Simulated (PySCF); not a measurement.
# [TaS2]-: singlet, from a linear start

The task is one start of a wider search on [TaS2]-: the singlet, built as linear. It is relaxed, tested by its Hessian and followed downhill if it is a saddle.

Program: PySCF 2.14.0. Level of theory: PBE0, basis Ta def2-TZVPD with ECP60, S def2-TZVPD, scalar-relativistic core potentials, no spin–orbit coupling, density fitting. These are calculated values, not measurements.

### Step 1. The starting structure

3 atoms, charge -1, spin multiplicity 1.

Bond lengths: Ta1–S2 2.200 Å, Ta1–S3 2.200 Å. Angles: S2–Ta1–S3 180.0°.

```xyz
3
charge -1 multiplicity 1
Ta    0.0000    0.0000    0.0000
S     0.0000    0.0000    2.2000
S     0.0000    0.0000   -2.2000
```

### Step 2. Finding the electronic state

The steps below are one call of a driver around PySCF. For each, scf.py gives the equivalent set-up of the SCF; relaxations use the driver's own optimiser. After this first run the driver tries any further starts and a stability analysis.

scf.py reads:

```python
from pyscf import gto, scf, dft
mol = gto.M(atom='''
Ta     0.000000     0.000000     0.000000
S      0.000000     0.000000     2.200000
S      0.000000     0.000000    -2.200000''',
    basis={'Ta': 'def2-TZVPD', 'S': 'def2-TZVPD'},
    ecp={'Ta': 'def2-TZVPD'},
    charge=-1, spin=0)
mf = dft.RKS(mol, xc='PBE0')
mf.grids.atom_grid = (50, 194)
aux = {'Ta': 'def2-universal-JKFIT', 'S': 'def2-universal-JKFIT'}
mf = mf.density_fit(auxbasis=aux)
mf.conv_tol = 1e-08
mf.diis_space = 10
mf.max_cycle = 60
mf.init_guess = 'minao'
mf.verbose = 4
mf.kernel()
```

On the command line:

```
> OMP_NUM_THREADS=4 python axn.py task.json out
```

The runs that follow: Relaxation: linear start, singlet; Is it a minimum? Harmonic modes; Leaving the saddle point; Frequencies; A spin-polarised start; Is it a minimum? Harmonic modes.

Q: Predict the outcome of this session. Wanted: minimum; geometry; wavenumbers; dipole moment; highest occupied, lowest empty level; polar-tensor charge of Ta1; zero-point energy; ⟨S²⟩.

**Answer**, as computed:

| quantity | value |
| --- | --- |
| minimum | broken-symmetry (Ms = 0), C2v |
| geometry | Ta–S 2.196 Å (×2); S–Ta–S 119.7° |
| wavenumbers (cm⁻¹) | 121, 485, 496 |
| dipole moment (centre of mass) | 3.06 D |
| highest occupied, lowest empty level (either spin) | -1.20, 1.86 eV |
| polar-tensor charge of Ta1 | +0.62 e |
| zero-point energy | 6.6 kJ/mol |
| entropy at 298.15 K | 301.8 J/(mol K) |
| ⟨S²⟩ | 0.691 |

In words: From D∞h at the start the molecule goes to a C2v minimum, after a first stop at a second-order saddle point 87.7 kJ/mol higher, from which it was pushed off along an imaginary mode. The determinant is spin-contaminated (⟨S²⟩ = 0.69 against 0.00), so it is no pure spin state. The strongest infrared band lies at 485 cm⁻¹ (stretch). Other starts or spin states, not run here, may lie lower. The SCF density has lower symmetry than the nuclear frame. With an element this heavy the missing spin–orbit coupling can shift these numbers.
